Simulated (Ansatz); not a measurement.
# Re: pressure against volume

An exercise on one series of results from a longer session: the logs are not shown, and one member is left open.

Program: Ansatz 0.2.0. Level of theory: DFT LDA, scalar-relativistic. These are calculated values, not measurements.

### The system as given

Symmetry: Fm-3m, No. 225, cubic system. The conventional cell has a = 3.950 Å, b = 3.950 Å, c = 3.950 Å, α = 90.00°, β = 90.00°, γ = 90.00°. Re (site symmetry m-3m) has 12 Re at 2.79 Å as nearest neighbours.

As a file:

```cif
data_structure
_symmetry_space_group_name_H-M 'P 1'
_symmetry_Int_Tables_number 1
_cell_length_a 2.7931
_cell_length_b 2.7931
_cell_length_c 2.7931
_cell_angle_alpha 60.000
_cell_angle_beta 60.000
_cell_angle_gamma 60.000
_cell_volume 15.41
loop_
_atom_site_label
_atom_site_type_symbol
_atom_site_fract_x
_atom_site_fract_y
_atom_site_fract_z
_atom_site_occupancy
Re1 Re 0.00000 0.00000 0.00000 1
```

The first run:

input.yaml reads:

```yaml
crystal:
  lattice:
    - [0.0, 1.9483075387, 1.9483075387]
    - [1.9483075387, 0.0, 1.9483075387]
    - [1.9483075387, 1.9483075387, 0.0]
  atoms:
    - { symbol: Re, position: [0.0, 0.0, 0.0] }
kpoints:
  mp_grid: { grid: [14, 14, 14] }
  band_path:
    path:
      - [0.0, 0.0, 0.0]
      - [0.5, 0.0, 0.5]
      - [0.625, 0.25, 0.625]
      - [0.375, 0.375, 0.75]
      - [0.0, 0.0, 0.0]
      - [0.5, 0.5, 0.5]
      - [0.5, 0.25, 0.75]
      - [0.5, 0.0, 0.5]
    npoints: 5
scf:
  occupations: { method: fermi_dirac, width: 0.03 }
hamiltonian:
  xc: lda
  pseudopotentials: { kind: all_electron, lapw: { basis_error: 0.001 } }
output:
  forces: true
  stress: true
  eigenvalues: true
```

Command:

```console
$ ansatz run input.yaml --threads 1 --pin off --max-ram 3072MiB --backend cpu --events-out ev --progress --plain --runs-dir out
```

Steps of the session up to this table: Volume × 0.96, LAPW; Volume × 0.96, PAW; Volume × 0.96, crystal datasets; Volume × 0.99, LAPW; Volume × 0.99, PAW; Volume × 0.99, crystal datasets; Volume × 1.02, LAPW; Volume × 1.02, PAW; Volume × 1.02, crystal datasets; Volume × 1.06, LAPW; Volume × 1.06, PAW; Volume × 1.06, crystal datasets.

One table of the session follows, with a row left open; its other results are not shown here.

It belongs to the step «The equation of state». 

```
          method  volume (Å³/atom)  pressure (GPa)
            LAPW            14.791          -10.79
            LAPW            15.253          -20.84
            LAPW            15.716          -29.28
            LAPW            16.332          -38.43
             PAW            14.791          -10.86
             PAW            15.253          -20.94
             PAW            15.716               ?
             PAW            16.332          -38.55
crystal datasets            14.791          -10.79
crystal datasets            15.253          -20.84
crystal datasets            15.716          -29.28
crystal datasets            16.332          -38.43
```

Estimate the missing values for PAW, 15.716.

As computed: pressure (GPa): -29.39. In the column «pressure (GPa)» it lies between crystal datasets, 16.332 (-38.43) and LAPW, 15.716 (-29.28).

Caveats from the session: Warnings in the runs' records: gradients without spin orbit, crystal datasets made.
